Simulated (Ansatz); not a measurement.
**C₃H₈ClGa: ionisation energy by level of theory**

Aim: the vertical ionisation energy of C₃H₈ClGa, as cation minus neutral at the neutral's geometry, on several levels, and how well −ε(HOMO) stands in for it.

The runs use Ansatz 0.2.0, Gaussian basis; unrestricted cation, the program's frozen cores in correlated methods.

Plan: UKS PBE-D4/def2-TZVPP; UKS r2SCAN-D4/def2-TZVPP; UKS PBE0-D4/def2-TZVPP; UKS B3LYP-D4/def2-TZVPP; UKS wB97X-V/def2-TZVPP; UKS wB97M-V/def2-TZVPP; UKS B2PLYP/def2-TZVPP; UHF-CCSD(T)/def2-TZVPP; UHF-MP2/def2-QZVPP; extrapolation to the limit; then −ε(HOMO) from the neutral's earlier runs with LDA (SPW92), PBE-D4, revPBE-D4, BLYP-D4, r2SCAN-D4, B97M-V, PBE0-D4, B3LYP-D4, r2SCANh-D4, r2SCAN0-D4, HSE06-D4, BHLYP-D4, CAM-B3LYP-D4, LC-ωPBE, ωB97X-V, ωB97M-V.

**1. The geometry**

An earlier PBE0-D4 in a triple-zeta def2 set relaxation fixed the geometry.

SMILES `C[CH2][Ga]([CH3])[Cl]`, 13 atoms, charge 0, spin multiplicity 1.

Atoms are counted from 1 here; the program's logs count them from 0.

Bond lengths: C1–C2 1.524 Å, C1–H6 1.094 Å, C1–H7 1.093 Å, C1–H8 1.093 Å, C2–Ga3 1.965 Å, C2–H9 1.095 Å, C2–H10 1.095 Å, Ga3–C4 1.957 Å, Ga3–Cl5 2.174 Å, C4–H11 1.092 Å, C4–H12 1.091 Å, C4–H13 1.093 Å. Angles: C2–C1–H6 111.6°, C2–C1–H7 111.9°, C2–C1–H8 111.9°, H6–C1–H7 107.1°, H6–C1–H8 107.1°, H7–C1–H8 107.0°, C1–C2–Ga3 115.3°, C1–C2–H9 111.2°, C1–C2–H10 111.2°, Ga3–C2–H9 106.6°, Ga3–C2–H10 106.6°, H9–C2–H10 105.2°, C2–Ga3–C4 132.1°, C2–Ga3–Cl5 114.0°, C4–Ga3–Cl5 113.9°, Ga3–C4–H11 109.5°, Ga3–C4–H12 112.3°, Ga3–C4–H13 109.4° and more.

**2. Cation, UKS PBE-D4/def2-TZVPP**

in.yaml reads:

```yaml
crystal:
  periodic: [false, false, false]
  atoms:
    - {symbol: C, position_ang: [-1.325320, 1.080785, 0.826673]}
    - {symbol: C, position_ang: [-0.014766, 1.381696, 0.109726]}
    - {symbol: Ga, position_ang: [0.958488, -0.191612, -0.553987]}
    - {symbol: C, position_ang: [0.569450, -2.107715, -0.470375]}
    - {symbol: Cl, position_ang: [2.820035, 0.285853, -1.570198]}
    - {symbol: H, position_ang: [-1.815819, 1.996326, 1.170185]}
    - {symbol: H, position_ang: [-1.172931, 0.448481, 1.705375]}
    - {symbol: H, position_ang: [-2.034385, 0.560260, 0.177490]}
    - {symbol: H, position_ang: [0.677253, 1.926952, 0.760160]}
    - {symbol: H, position_ang: [-0.175579, 2.037545, -0.752395]}
    - {symbol: H, position_ang: [0.542842, -2.519527, -1.481668]}
    - {symbol: H, position_ang: [-0.379846, -2.315568, 0.024879]}
    - {symbol: H, position_ang: [1.370878, -2.618175, 0.068835]}
basis:
  gaussian: {orbitals: def2-TZVPP}
total_charge: 1
magnetization: {spin_polarized: true, initial_magnetization: 1}
hamiltonian: {xc: pbe, dispersion: d4}
```

Command:

```bash
ansatz run in.yaml --threads 2 --pin off --events-out ev --progress --plain --max-ram 32768MiB --backend cuda --devices 0, --max-vram 18GiB
```

Log:

```text
Functional definition: PBE
  name "PBE"
  cite "Perdew, Burke & Ernzerhof, Phys. Rev. Lett. 77, 3865 (1996) doi:10.1103/PhysRevLett.77.3865"
  parent pbe
  parameter kappa = 0.804
  parameter beta = 0.06672455060314922
  exchange = pbe_x(kappa = kappa, mu = beta*pi^2/3)
  correlation = pbe_c(beta = beta)
1674 factors; their error is unknown
mean field evaluation 1: about -68084.4007 eV, gradient 8.6e1 eV
mean field evaluation 2: about -67929.0285 eV, gradient 1.6e2 eV
mean field evaluation 4: about -68112.6870 eV, gradient 3.3e1 eV
mean field evaluation 8: about -68119.0321 eV, gradient 1.7e0 eV
mean field evaluation 16: about -68119.0147 eV, gradient 9.5e-3 eV
mean field evaluation 32: about -68117.7332 eV, gradient 3.4e0 eV
mean field -68119.01472097 eV, -2503.3276182692 hartree, gradient 1.2e-5 eV, S^2 0.752844; 4 other end points of the search recorded, 0 dependent functions left out
reference -68119.01476555 eV, -2503.3276199076 hartree; 37, 36 occupied and 258, 259 virtual orbitals, 1674 factors
Total energy: -68119.26135871 eV, -2503.3366820390 hartree
```

Run time: 15 s. Hardware: 1 × H100 (card shared with other runs) with 2 threads of AMD EPYC 7R13, shared host; peak host memory 0.88 GiB.

The neutral molecule at this level: -68128.3172 eV. Difference: 9.056 eV. ⟨S²⟩ = 0.753.

**3. Cation, UKS r2SCAN-D4/def2-TZVPP**

Edit in.yaml of step 2 so:

```diff
@@ -20,2 +20,2 @@
 magnetization: {spin_polarized: true, initial_magnetization: 1}
-hamiltonian: {xc: pbe, dispersion: d4}
+hamiltonian: {xc: r2scan, dispersion: d4}
```

The command is unchanged.

Log:

```text
Functional definition: r2SCAN
  name "r2SCAN"
  cite "Furness, Kaplan, Ning, Perdew & Sun, J. Phys. Chem. Lett. 11, 8208 (2020) doi:10.1021/acs.jpclett.0c02405"
  cite "Furness, Kaplan, Ning, Perdew & Sun, J. Phys. Chem. Lett. 11, 9248 (2020) doi:10.1021/acs.jpclett.0c03077"
  parent r2scan
  parameter k0 = 0.174
  parameter k1 = 0.065
  parameter a1 = 4.9479
  exchange = r2scan_x(k0 = k0, k1 = k1, a1 = a1)
  correlation = r2scan_c
1674 factors; their error is unknown
mean field evaluation 1: about -68104.8329 eV, gradient 7.7e1 eV
mean field evaluation 2: about -67995.2114 eV, gradient 1.4e2 eV
mean field evaluation 4: about -68129.5678 eV, gradient 2.5e1 eV
mean field evaluation 8: about -68133.5750 eV, gradient 1.8e0 eV
mean field evaluation 16: about -68133.5541 eV, gradient 1.6e-2 eV
mean field evaluation 32: about -68133.0073 eV, gradient 3.2e0 eV
mean field -68133.55404884 eV, -2503.8619287132 hartree, gradient 6.7e-5 eV, S^2 0.757060; 3 other end points of the search recorded, 0 dependent functions left out
reference -68133.55406446 eV, -2503.8619292873 hartree; 37, 36 occupied and 258, 259 virtual orbitals, 1674 factors
Total energy: -68133.61647957 eV, -2503.8642230002 hartree
```

It took 14 s on 1 × H100 (card shared with other runs) with 2 threads of AMD EPYC 7R13, shared host; peak host memory 0.95 GiB.

The neutral molecule at this level: -68142.8046 eV. Difference: 9.188 eV. ⟨S²⟩ = 0.757.

**4. Cation, UKS PBE0-D4/def2-TZVPP**

Edit in.yaml of step 3 so:

```diff
@@ -20,2 +20,2 @@
 magnetization: {spin_polarized: true, initial_magnetization: 1}
-hamiltonian: {xc: r2scan, dispersion: d4}
+hamiltonian: {xc: pbe0, dispersion: d4}
```

The command is unchanged.

Log:

```text
Functional definition: PBE0
  name "PBE0"
  cite "Adamo & Barone, J. Chem. Phys. 110, 6158 (1999) doi:10.1063/1.478522"
  cite "Perdew, Burke & Ernzerhof, Phys. Rev. Lett. 77, 3865 (1996) doi:10.1103/PhysRevLett.77.3865"
  parent pbe
  parameter a = 0.25
  parameter kappa = 0.804
  parameter beta = 0.06672455060314922
  exchange = (1 - a)*pbe_x(kappa = kappa, mu = beta*pi^2/3) + a*exact_x
  correlation = pbe_c(beta = beta)
1750 factors; their error is unknown
mean field evaluation 1: about -68098.9489 eV, gradient 6.8e1 eV
mean field evaluation 2: about -68055.0157 eV, gradient 1.1e2 eV
mean field evaluation 4: about -68119.4591 eV, gradient 1.8e1 eV
mean field evaluation 8: about -68121.2278 eV, gradient 1.1e0 eV
mean field evaluation 16: about -68121.4467 eV, gradient 1.2e-2 eV
mean field -68121.44671734 eV, -2503.4169924874 hartree, gradient 3.8e-5 eV, S^2 0.759653; 0 other end points of the search recorded, 0 dependent functions left out
reference -68121.44675079 eV, -2503.4169937166 hartree; 37, 36 occupied and 258, 259 virtual orbitals, 1750 factors
Total energy: -68121.65809826 eV, -2503.4247605929 hartree
```

It took 13 s on 1 × H100 (card shared with other runs) with 2 threads of AMD EPYC 7R13, shared host; peak host memory 0.89 GiB.

Less the neutral's -68131.0736 eV (earlier run), this gives 9.415 eV. ⟨S²⟩ = 0.760.

**5. Cation, UKS B3LYP-D4/def2-TZVPP**

Edit in.yaml of step 4 so:

```diff
@@ -20,2 +20,2 @@
 magnetization: {spin_polarized: true, initial_magnetization: 1}
-hamiltonian: {xc: pbe0, dispersion: d4}
+hamiltonian: {xc: {name: B3LYP}, dispersion: d4}
```

Same command.

Log:

```text
Functional definition: B3LYP
  name "B3LYP"
  cite "Stephens, Devlin, Chabalowski & Frisch, J. Phys. Chem. 98, 11623 (1994) doi:10.1021/j100096a001"
  cite "Becke, Phys. Rev. A 38, 3098 (1988) doi:10.1103/PhysRevA.38.3098"
  cite "Lee, Yang & Parr, Phys. Rev. B 37, 785 (1988) doi:10.1103/PhysRevB.37.785"
  cite "Vosko, Wilk & Nusair, Can. J. Phys. 58, 1200 (1980) doi:10.1139/p80-159"
  parameter a0 = 0.2
  parameter ax = 0.72
  parameter ac = 0.81
  exchange = (1 - a0 - ax)*slater_x + ax*b88_x + a0*exact_x
  correlation = (1 - ac)*vwn_rpa_c + ac*lyp_c
1728 factors; their error is unknown
mean field evaluation 1: about -68111.9655 eV, gradient 7.5e1 eV
mean field evaluation 2: about -68026.0286 eV, gradient 1.3e2 eV
mean field evaluation 4: about -68136.5030 eV, gradient 1.9e1 eV
mean field evaluation 8: about -68138.4056 eV, gradient 1.2e0 eV
mean field evaluation 16: about -68138.5720 eV, gradient 1.0e-2 eV
mean field -68138.57199110 eV, -2504.0463346901 hartree, gradient 7.7e-5 eV, S^2 0.757651; 0 other end points of the search recorded, 0 dependent functions left out
reference -68138.57228506 eV, -2504.0463454927 hartree; 37, 36 occupied and 258, 259 virtual orbitals, 1728 factors
Total energy: -68138.96951217 eV, -2504.0609433199 hartree
```

Run time: 15 s. Hardware: 1 × H100 (card shared with other runs) with 2 threads of AMD EPYC 7R13, shared host; peak host memory 0.9 GiB.

The neutral molecule at this level: -68148.3676 eV. Difference: 9.398 eV. ⟨S²⟩ = 0.758.

**6. Cation, UKS wB97X-V/def2-TZVPP**

Edit in.yaml of step 5 so:

```diff
@@ -20,2 +20,2 @@
 magnetization: {spin_polarized: true, initial_magnetization: 1}
-hamiltonian: {xc: {name: B3LYP}, dispersion: d4}
+hamiltonian: {xc: {name: wB97X-V}}
```

Launched as before.

Log:

```text
Functional definition: wB97X-V
  name "wB97X-V"
  cite "Mardirossian & Head-Gordon, Phys. Chem. Chem. Phys. 16, 9904 (2014) doi:10.1039/C3CP54374A"
  cite "Becke, J. Chem. Phys. 107, 8554 (1997) doi:10.1063/1.475007"
  cite "Vydrov & Van Voorhis, J. Chem. Phys. 133, 244103 (2010) doi:10.1063/1.3521275"
  parameter omega = 0.3/bohr
  parameter cx = 0.167
  parameter cx1 = 0.603
  parameter cx2 = 1.194
  parameter css0 = 0.556
  parameter css1 = -0.257
  parameter cos0 = 1.219
  parameter cos1 = -1.850
  parameter b = 6.0
  parameter c = 0.01
  exchange = spin_sum(e_x_unif_sr(omega)*poly(b97_u_x, 1 - cx, cx1, cx2)) + cx*exact_x_sr(omega) + exact_x_lr(omega)
  correlation = spin_sum(e_c_pw_same_spin*poly(b97_u_same, css0, css1))
      + integral(e_c_pw_opposite_spin*poly(b97_u_opposite, cos0, cos1)) + vv10(b, c)
1725 factors; their error is unknown
405 factors; integrals over basis functions are off by at most 1.1e-5 eV
mean field evaluation 1: about -68119.7765 eV, gradient 4.5e1 eV
mean field evaluation 2: about -68122.8639 eV, gradient 3.9e1 eV
mean field evaluation 4: about -68128.4153 eV, gradient 1.7e0 eV
mean field evaluation 8: about -68128.4848 eV, gradient 2.2e-1 eV
mean field evaluation 16: about -68128.6223 eV, gradient 8.9e-3 eV
mean field evaluation 32: about -68127.8131 eV, gradient 4.8e0 eV
mean field -68128.62232355 eV, -2503.6806911515 hartree, gradient 4.5e-5 eV, S^2 0.764959; 6 other end points of the search recorded, 0 dependent functions left out
reference -68128.62232133 eV, -2503.6806910702 hartree; 37, 36 occupied and 258, 259 virtual orbitals, 1725 factors
Total energy: -68128.62232133 eV, -2503.6806910702 hartree
```

Wall time 34 s (1 × H100 (card shared with other runs) with 2 threads of AMD EPYC 7R13, shared host); peak host memory 1 GiB.

Less the neutral's -68138.3503 eV (earlier run), this gives 9.728 eV. ⟨S²⟩ = 0.765.

**7. Cation, UKS wB97M-V/def2-TZVPP**

Edit in.yaml of step 6 so:

```diff
@@ -20,2 +20,2 @@
 magnetization: {spin_polarized: true, initial_magnetization: 1}
-hamiltonian: {xc: {name: wB97X-V}}
+hamiltonian: {xc: {name: wB97M-V}}
```

Launched as before.

Log:

```text
Functional definition: wB97M-V
  name "wB97M-V"
  cite "Mardirossian & Head-Gordon, J. Chem. Phys. 144, 214110 (2016) doi:10.1063/1.4952647"
  cite "Becke, J. Chem. Phys. 107, 8554 (1997) doi:10.1063/1.475007"
  cite "Vydrov & Van Voorhis, J. Chem. Phys. 133, 244103 (2010) doi:10.1063/1.3521275"
  # Of w^i u^j: cxij and so on, Table III.
  parameter omega = 0.3/bohr
  parameter cx = 0.15
  parameter cx01 = 1.007
  parameter cx10 = 0.259
  parameter css00 = 0.443
  parameter css04 = -1.437
  parameter css10 = -4.535
  parameter css20 = -3.390
  parameter css43 = 4.278
  parameter cos00 = 1.000
  parameter cos10 = 1.358
  parameter cos20 = 2.924
  parameter cos21 = -8.812
  parameter cos60 = -1.390
  parameter cos61 = 9.142
  parameter b = 6.0
  parameter c = 0.01
  gx(w, u) = 1 - cx + cx01*u + cx10*w
  gss(w, u) = css00 + css04*u^4 + css10*w + css20*w^2 + css43*w^4*u^3
  gos(w, u) = cos00 + cos10*w + (cos20 + cos21*u)*w^2 + (cos60 + cos61*u)*w^6
  exchange = spin_sum(e_x_unif_sr(omega)*gx(b97_w, b97_u_x)) + cx*exact_x_sr(omega) + exact_x_lr(omega)
  correlation = spin_sum(e_c_pw_mod_same_spin*gss(b97_w, b97_u_same))
      + integral(e_c_pw_mod_opposite_spin*gos(b97_w_opposite, b97_u_opposite)) + vv10(b, c)
1725 factors; their error is unknown
405 factors; integrals over basis functions are off by at most 1.1e-5 eV
mean field evaluation 1: about -68120.4451 eV, gradient 4.9e1 eV
mean field evaluation 2: about -68123.1059 eV, gradient 4.3e1 eV
mean field evaluation 4: about -68130.5052 eV, gradient 1.9e0 eV
mean field evaluation 8: about -68130.5768 eV, gradient 2.3e-1 eV
mean field evaluation 16: about -68130.6959 eV, gradient 1.0e-2 eV
mean field evaluation 32: about -68130.6321 eV, gradient 3.1e0 eV
mean field -68130.69592710 eV, -2503.7568946767 hartree, gradient 5.6e-5 eV, S^2 0.761319; 4 other end points of the search recorded, 0 dependent functions left out
reference -68130.69598075 eV, -2503.7568966482 hartree; 37, 36 occupied and 258, 259 virtual orbitals, 1725 factors
Total energy: -68130.69598075 eV, -2503.7568966482 hartree
```

It took 28 s on 1 × H100 (card shared with other runs) with 2 threads of AMD EPYC 7R13, shared host; peak host memory 1.1 GiB.

The neutral molecule at this level: -68140.3851 eV. Difference: 9.689 eV. ⟨S²⟩ = 0.761.

[end of part 1 of 2]
